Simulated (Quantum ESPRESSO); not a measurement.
# Pb in Quantum ESPRESSO: work function with PBE

Aim: the work function of Pb with PBE.

Everything below comes from runs of Quantum ESPRESSO 7.5. Logs are shortened: lines on timing, memory, paths and dates and some standing lists are left out, and cuts for length are marked.

## Step 1: The slab as given

The cell holds a slab with vacuum, 4 atoms: a = 3.493 Å, b = 3.493 Å, c = 23.556 Å, α = 90.00°, β = 90.00°, γ = 120.00°.

## Step 2: Work function, PBE

Input file pw.in:

```
&CONTROL
  calculation = 'scf'
  prefix = 'pwscf'
  outdir = './tmp'
  pseudo_dir = './pseudo'
  tprnfor = .true.
  disk_io = 'low'
/
&SYSTEM
  ibrav = 0
  nat = 4
  ntyp = 1
  ecutwfc = 56
  nbnd = 38
  occupations = 'smearing'
  smearing = 'fd'
  degauss = 0.00367493
/
&ELECTRONS
  conv_thr = 4d-09
  electron_maxstep = 150
  mixing_beta = 0.3
  mixing_mode = 'local-TF'
/
ATOMIC_SPECIES
Pb   207.2000 Pb.upf
CELL_PARAMETERS angstrom
   3.4928246563    0.0000000000    0.0000000000
  -1.7464123282    3.0248748834    0.0000000000
   0.0000000000    0.0000000000   23.5556381691
ATOMIC_POSITIONS crystal
Pb     0.6666666667    0.3333333333    0.3183951097
Pb     0.3333333333    0.6666666667    0.4394650366
Pb     0.0000000000    0.0000000000    0.5605349634
Pb     0.6666666667    0.3333333333    0.6816048903
K_POINTS automatic
9 9 1 0 0 0
```

Input file pp_density.in:

```
&INPUTPP
  prefix = 'pwscf'
  outdir = './tmp'
  filplot = 'density.dat'
  plot_num = 0
/
&PLOT
  nfile = 1
  filepp(1) = 'density.dat'
  iflag = 3
  output_format = 6
  fileout = 'density.cube'
/
```

Input file pp_potential.in:

```
&INPUTPP
  prefix = 'pwscf'
  outdir = './tmp'
  filplot = 'potential.dat'
  plot_num = 11
/
&PLOT
  nfile = 1
  filepp(1) = 'potential.dat'
  iflag = 3
  output_format = 6
  fileout = 'potential.cube'
/
```

Input file pp_elf.in:

```
&INPUTPP
  prefix = 'pwscf'
  outdir = './tmp'
  filplot = 'elf.dat'
  plot_num = 8
/
&PLOT
  nfile = 1
  filepp(1) = 'elf.dat'
  iflag = 3
  output_format = 6
  fileout = 'elf.cube'
/
```

Potentials or basis: PseudoDojo 0.4.1 SR PBE standard.

Command:

```
> OMP_NUM_THREADS=1 pw.x -in pw.in > pw.out
> OMP_NUM_THREADS=1 pp.x -in pp_density.in > pp_density.out
> OMP_NUM_THREADS=1 pp.x -in pp_potential.in > pp_potential.out
> OMP_NUM_THREADS=1 pp.x -in pp_elf.in > pp_elf.out
```

pw.out:

```text
This program is part of the open-source Quantum ESPRESSO suite
     for quantum simulation of materials; please cite
[... 9 lines left out ...]
     --------------------
     sticks:   dense  smooth     PW     G-vecs:    dense   smooth      PW
     Sum         673     673    199                95217    95217   15265

     Using Slab Decomposition

     bravais-lattice index     =            0
     lattice parameter (alat)  =       6.6005  a.u.
     unit-cell volume          =    1679.4832 (a.u.)^3
     number of atoms/cell      =            4
     number of atomic types    =            1
     number of electrons       =        56.00
     number of Kohn-Sham states=           38
     kinetic-energy cutoff     =      56.0000  Ry
     charge density cutoff     =     224.0000  Ry
     scf convergence threshold =      4.0E-09
     mixing beta               =       0.3000
     number of iterations used =            8  local-TF  mixing
     Exchange-correlation= PBE
                           (   1   4   3   4   0   0   0)

     celldm(1)=   6.600482  celldm(2)=   0.000000  celldm(3)=   0.000000
     celldm(4)=   0.000000  celldm(5)=   0.000000  celldm(6)=   0.000000

     crystal axes: (cart. coord. in units of alat)
               a(1) = (   1.000000   0.000000   0.000000 )
               a(2) = (  -0.500000   0.866025   0.000000 )
               a(3) = (   0.000000   0.000000   6.744008 )

     reciprocal axes: (cart. coord. in units 2 pi/alat)
               b(1) = (  1.000000  0.577350 -0.000000 )
               b(2) = (  0.000000  1.154701  0.000000 )
               b(3) = (  0.000000 -0.000000  0.148280 )

     PseudoPot. # 1 for Pb read from file:
     Pb.upf
     Pseudo is Norm-conserving + core correction, Zval = 14.0
     Generated using ONCVPSP code by D. R. Hamann
     Using radial grid of 1678 points,  6 beta functions with:
                l(1) =   0
                l(2) =   0
                l(3) =   1
                l(4) =   1
                l(5) =   2
                l(6) =   2

     atomic species   valence    mass     pseudopotential
     Pb               14.00   207.20000     Pb( 1.00)

     12 Sym. Ops., with inversion, found ( 6 have fractional translation)

   Cartesian axes

     site n.     atom                  positions (alat units)
         1        Pb     tau(   1) = (   0.5000000   0.2886751   2.1472592  )
         2        Pb     tau(   2) = (  -0.0000000   0.5773503   2.9637558  )
         3        Pb     tau(   3) = (   0.0000000   0.0000000   3.7802524  )
         4        Pb     tau(   4) = (   0.5000000   0.2886751   4.5967490  )

     number of k points=    12  Fermi-Dirac smearing, width (Ry)=  0.0037
                       cart. coord. in units 2pi/alat
        k(    1) = (   0.0000000   0.0000000   0.0000000), wk =   0.0246914
        k(    2) = (   0.0000000   0.1283001   0.0000000), wk =   0.1481481
        k(    3) = (   0.0000000   0.2566001   0.0000000), wk =   0.1481481
        k(    4) = (   0.0000000   0.3849002   0.0000000), wk =   0.1481481
        k(    5) = (   0.0000000   0.5132002   0.0000000), wk =   0.1481481
        k(    6) = (   0.1111111   0.1924501   0.0000000), wk =   0.1481481
        k(    7) = (   0.1111111   0.3207501   0.0000000), wk =   0.2962963
        k(    8) = (   0.1111111   0.4490502   0.0000000), wk =   0.2962963
        k(    9) = (   0.1111111   0.5773503   0.0000000), wk =   0.1481481
        k(   10) = (   0.2222222   0.3849002   0.0000000), wk =   0.1481481
        k(   11) = (   0.2222222   0.5132002   0.0000000), wk =   0.2962963
        k(   12) = (   0.3333333   0.5773503   0.0000000), wk =   0.0493827

     Dense  grid:    95217 G-vectors     FFT dimensions: (  36,  36, 216)

     Initial potential from superposition of free atoms

     starting charge      55.9914, renormalised to      56.0000

     negative rho (up, down):  1.226E-05 0.000E+00
     Starting wfcs are   36 randomized atomic wfcs +    2 random wfcs

     Self-consistent Calculation

     iteration #  1     ecut=    56.00 Ry     beta= 0.30
     Davidson diagonalization with overlap
     ethr =  1.00E-02,  avg # of iterations =  6.2

     Threshold (ethr) on eigenvalues was too large:
     Diagonalizing with lowered threshold

     Davidson diagonalization with overlap
     ethr =  9.88E-05,  avg # of iterations =  7.8

     total energy              =    -563.04359556 Ry
     estimated scf accuracy    <       0.05712187 Ry

     iteration #  2     ecut=    56.00 Ry     beta= 0.30
     Davidson diagonalization with overlap
     ethr =  1.02E-04,  avg # of iterations =  1.0

     total energy              =    -563.03470373 Ry
     estimated scf accuracy    <       0.03967473 Ry

     iteration #  3     ecut=    56.00 Ry     beta= 0.30
     Davidson diagonalization with overlap
     ethr =  7.08E-05,  avg # of iterations =  5.0

     total energy              =    -563.03811536 Ry
     estimated scf accuracy    <       0.00215569 Ry

     iteration #  4     ecut=    56.00 Ry     beta= 0.30
     Davidson diagonalization with overlap
     ethr =  3.85E-06,  avg # of iterations =  6.3

     total energy              =    -563.03776939 Ry
     estimated scf accuracy    <       0.00160863 Ry

     iteration #  5     ecut=    56.00 Ry     beta= 0.30
     Davidson diagonalization with overlap
     ethr =  2.87E-06,  avg # of iterations =  6.4

     total energy              =    -563.03776256 Ry
     estimated scf accuracy    <       0.00072407 Ry

     iteration #  6     ecut=    56.00 Ry     beta= 0.30
     Davidson diagonalization with overlap
     ethr =  1.29E-06,  avg # of iterations =  3.5

     total energy              =    -563.03763623 Ry
     estimated scf accuracy    <       0.00035325 Ry

     iteration #  7     ecut=    56.00 Ry     beta= 0.30
     Davidson diagonalization with overlap
     ethr =  6.31E-07,  avg # of iterations =  5.5

     total energy              =    -563.03771780 Ry
     estimated scf accuracy    <       0.00012663 Ry

     iteration #  8     ecut=    56.00 Ry     beta= 0.30
     Davidson diagonalization with overlap
     ethr =  2.26E-07,  avg # of iterations =  4.0

     negative rho (up, down):  5.998E-04 0.000E+00

     total energy              =    -563.03779178 Ry
     estimated scf accuracy    <       0.00003906 Ry

     iteration #  9     ecut=    56.00 Ry     beta= 0.30
     Davidson diagonalization with overlap
     ethr =  6.97E-08,  avg # of iterations =  5.8

     negative rho (up, down):  5.983E-08 0.000E+00

     total energy              =    -563.03779409 Ry
     estimated scf accuracy    <       0.00001275 Ry

     iteration # 10     ecut=    56.00 Ry     beta= 0.30
     Davidson diagonalization with overlap
     ethr =  2.28E-08,  avg # of iterations =  5.8

     negative rho (up, down):  1.741E-05 0.000E+00

     total energy              =    -563.03779934 Ry
     estimated scf accuracy    <       0.00000205 Ry

     iteration # 11     ecut=    56.00 Ry     beta= 0.30
     Davidson diagonalization with overlap
     ethr =  3.66E-09,  avg # of iterations =  3.8

     negative rho (up, down):  8.422E-08 0.000E+00

     total energy              =    -563.03779953 Ry
     estimated scf accuracy    <       0.00000030 Ry

     iteration # 12     ecut=    56.00 Ry     beta= 0.30
     Davidson diagonalization with overlap
     ethr =  5.35E-10,  avg # of iterations =  1.9

     negative rho (up, down):  1.339E-05 0.000E+00

     total energy              =    -563.03779977 Ry
     estimated scf accuracy    <       0.00000005 Ry

     iteration # 13     ecut=    56.00 Ry     beta= 0.30
     Davidson diagonalization with overlap
     ethr =  9.17E-11,  avg # of iterations =  2.1

     negative rho (up, down):  7.330E-06 0.000E+00

     total energy              =    -563.03779976 Ry
     estimated scf accuracy    <          5.8E-09 Ry

     iteration # 14     ecut=    56.00 Ry     beta= 0.30
     Davidson diagonalization with overlap
     ethr =  1.04E-11,  avg # of iterations =  2.0

     End of self-consistent calculation

          k = 0.0000 0.0000 0.0000 ( 11849 PWs)   bands (ev):

   -13.4779 -13.4766 -13.4387 -13.4275 -13.4275 -13.4255 -13.4255 -13.4251
   -13.4025 -13.4025 -13.3964 -13.3964 -13.2980 -13.2980 -13.2948 -13.2948
   -13.2395 -13.2395 -13.1704 -13.1704  -7.9024  -7.2220  -6.1706  -5.0152
     0.1868   2.1180   4.5604   6.6391   7.1338   8.4392   8.5649   9.4902
     9.4902   9.9789   9.9789  10.5762  10.5762  10.6117

          k = 0.0000 0.1283 0.0000 ( 11865 PWs)   bands (ev):

   -13.4703 -13.4685 -13.4383 -13.4345 -13.4284 -13.4115 -13.4039 -13.3988
   -13.3973 -13.3827 -13.3809 -13.3683 -13.3175 -13.3081 -13.2990 -13.2891
   -13.2478 -13.2391 -13.1890 -13.1689  -7.6902  -7.0134  -5.9734  -4.8404
     0.4217   2.3114   4.6939   6.7593   7.2884   7.4692   7.9568   8.4995
     8.7116   8.7276   8.9690   9.3398   9.5096  10.1933

          k = 0.0000 0.2566 0.0000 ( 11840 PWs)   bands (ev):

   -13.5015 -13.4877 -13.4526 -13.4259 -13.4063 -13.3964 -13.3873 -13.3755
   -13.3672 -13.3400 -13.3375 -13.3201 -13.3181 -13.2886 -13.2866 -13.2611
   -13.2515 -13.2353 -13.2210 -13.1654  -7.0557  -6.3931  -5.3924  -4.3330
     1.0920   2.7790   4.1940   4.8763   5.3969   6.0268   6.7306   7.5257
     7.5690   7.9453   8.2401   8.9957   9.2514   9.3529

          k = 0.0000 0.3849 0.0000 ( 11874 PWs)   bands (ev):

   -13.5442 -13.5186 -13.4760 -13.4466 -13.4321 -13.4165 -13.3994 -13.3847
   -13.3672 -13.3410 -13.2981 -13.2686 -13.2651 -13.2385 -13.2277 -13.2088
   -13.2037 -13.1963 -13.1876 -13.1576  -6.0279  -5.4062  -4.5039  -3.6183
     1.5881   1.7973   2.4370   3.1094   3.7456   4.6043   6.2079   6.5873
     7.3326   7.8396   8.3846   8.7720   9.0841   9.4181

          k = 0.0000 0.5132 0.0000 ( 11920 PWs)   bands (ev):

   -13.5713 -13.5381 -13.4928 -13.4779 -13.4450 -13.4432 -13.4129 -13.3962
   -13.3921 -13.3483 -13.2665 -13.2609 -13.2347 -13.1879 -13.1841 -13.1775
   -13.1696 -13.1487 -13.1419 -13.1270  -4.7820  -4.3276  -3.7494  -3.2307
     0.0114   0.8317   0.9599   1.8408   3.8611   5.1754   5.7029   6.0814
     6.8367   7.6282   7.8969   8.9292   9.0523   9.6549

          k = 0.1111 0.1925 0.0000 ( 11846 PWs)   bands (ev):

   -13.4638 -13.4627 -13.4457 -13.4412 -13.4175 -13.4172 -13.3915 -13.3802
   -13.3713 -13.3438 -13.3401 -13.3360 -13.3188 -13.3188 -13.3058 -13.2706
   -13.2528 -13.2385 -13.2042 -13.1711  -7.2666  -6.5986  -5.5837  -4.4983
     0.8766   2.6576   4.7485   5.7489   6.1586   6.2725   6.9261   7.3713
     7.7650   7.8172   8.4488   8.9955   9.1408   9.2952

          k = 0.1111 0.3208 0.0000 ( 11868 PWs)   bands (ev):

   -13.5004 -13.4769 -13.4476 -13.4375 -13.4174 -13.4036 -13.3869 -13.3812
   -13.3687 -13.3513 -13.3340 -13.3016 -13.2869 -13.2745 -13.2651 -13.2397
   -13.2322 -13.1981 -13.1927 -13.1657  -6.4323  -5.7902  -4.8402  -3.8722
     1.6860   2.6612   3.2812   3.7763   4.4447   4.7663   5.9828   6.3250
     6.8781   7.1675   8.1265   8.2587   8.4973   9.3915

          k = 0.1111 0.4491 0.0000 ( 11880 PWs)   bands (ev):

   -13.5350 -13.5008 -13.4648 -13.4501 -13.4347 -13.4227 -13.4061 -13.3947
   -13.3800 -13.3424 -13.2968 -13.2683 -13.2631 -13.2252 -13.2144 -13.2020
   -13.1884 -13.1745 -13.1607 -13.1351  -5.2664  -4.7047  -3.9376  -3.2619
     0.8054   1.4128   1.7911   2.7344   3.3048   4.8770   5.1353   5.5852
     6.4014   6.5111   7.6263   8.1326   9.3546   9.4701

          k = 0.1111 0.5774 0.0000 ( 11920 PWs)   bands (ev):

   -13.5485 -13.5095 -13.4798 -13.4541 -13.4430 -13.4282 -13.4158 -13.4080
   -13.3862 -13.3480 -13.2783 -13.2566 -13.2409 -13.1994 -13.1927 -13.1836
   -13.1752 -13.1578 -13.1387 -13.1361  -4.2827  -4.0432  -3.6241  -3.1953
    -0.0239   0.7845   1.0777   1.5063   4.3189   4.7995   4.8921   5.3394
     6.0822   6.2505   7.4957   7.8429   9.4115   9.8600

          k = 0.2222 0.3849 0.0000 ( 11876 PWs)   bands (ev):

   -13.4780 -13.4698 -13.4347 -13.4269 -13.4206 -13.4104 -13.3983 -13.3786
   -13.3674 -13.3543 -13.3164 -13.3112 -13.2837 -13.2641 -13.2417 -13.2347
   -13.2131 -13.1801 -13.1618 -13.1345  -5.4466  -4.8605  -4.0407  -3.2956
     1.8497   1.9244   2.5410   2.6876   3.0989   4.3914   4.6200   5.1818
     5.8664   5.8788   6.6977   8.3762   9.1749   9.5258

          k = 0.2222 0.5132 0.0000 ( 11937 PWs)   bands (ev):

   -13.4964 -13.4555 -13.4386 -13.4360 -13.4202 -13.4150 -13.3867 -13.3760
   -13.3613 -13.3224 -13.3065 -13.2788 -13.2727 -13.2471 -13.2334 -13.2228
   -13.2057 -13.1860 -13.1665 -13.1366  -4.2944  -3.8957  -3.4364  -3.1097
     0.7075   1.4821   1.5440   1.9728   2.9529   3.6070   3.9658   4.8649
     5.0435   5.9806   6.5532   7.6400   9.7089   9.8768

          k = 0.3333 0.5774 0.0000 ( 11922 PWs)   bands (ev):

   -13.4653 -13.4653 -13.4594 -13.4153 -13.4153 -13.3720 -13.3280 -13.3280
   -13.3202 -13.3133 -13.3133 -13.2975 -13.2975 -13.2613 -13.2613 -13.2491
   -13.2367 -13.1947 -13.1675 -13.1675  -3.4881  -3.4881  -3.3464  -3.3349
     1.3509   1.3509   1.4380   2.2226   2.2226   2.7745   3.3105   3.3105
     5.7099   6.4451   6.4451   6.6551   9.9998   9.9998

     the Fermi energy is     3.6717 ev

!    total energy              =    -563.03779974 Ry
     estimated scf accuracy    <          1.2E-09 Ry
     smearing contrib. (-TS)   =      -0.00129631 Ry
     internal energy E=F+TS    =    -563.03650343 Ry

     The total energy is F=E-TS. E is the sum of the following terms:
     one-electron contribution =   -2269.04041510 Ry
     hartree contribution      =    1159.49913961 Ry
     xc contribution           =    -159.85918787 Ry
     ewald contribution        =     706.36395993 Ry

     convergence has been achieved in  14 iterations

     Forces acting on atoms (cartesian axes, Ry/au):

     atom    1 type  1   force =     0.00000000   -0.00000000    0.00239633
     atom    2 type  1   force =     0.00000000    0.00000000   -0.01170028
     atom    3 type  1   force =     0.00000000    0.00000000    0.01170028
     atom    4 type  1   force =     0.00000000    0.00000000   -0.00239633

     Total force =     0.016890     Total SCF correction =     0.000090

=------------------------------------------------------------------------------=
   JOB DONE.
=------------------------------------------------------------------------------=
```

It took 2.1 min on 1 thread of Arm Neoverse V2, shared host; peak memory 0.24 GiB.

Results:

```
Free energy                     : -7660.5195 eV
Largest force                   : 0.301 eV/Å
Band gap on the k mesh          : none (metal or under the smearing width)
Work function of the upper face : 3.74 eV
Work function of the lower face : 3.74 eV
```

Forces in eV/Å, atoms in the order of the input:
```
Pb   0.000  0.000  0.062
Pb   0.000  0.000 -0.301
Pb   0.000  0.000  0.301
Pb   0.000  0.000 -0.062
```

Levels at points of the mesh, in eV from the Fermi level:
| k point | band 24 | band 25 | band 26 | band 27 | band 28 | band 29 | band 30 | band 31 | band 32 | band 33 |
| --- | --- | --- | --- | --- | --- | --- | --- | --- | --- | --- |
| (0.00, 0.00, 0.00) | -8.69 | -3.48 | -1.55 | 0.89 | 2.97 | 3.46 | 4.77 | 4.89 | 5.82 | 5.82 |

Spin-orbit coupling is left out, which matters for the levels of Pb.
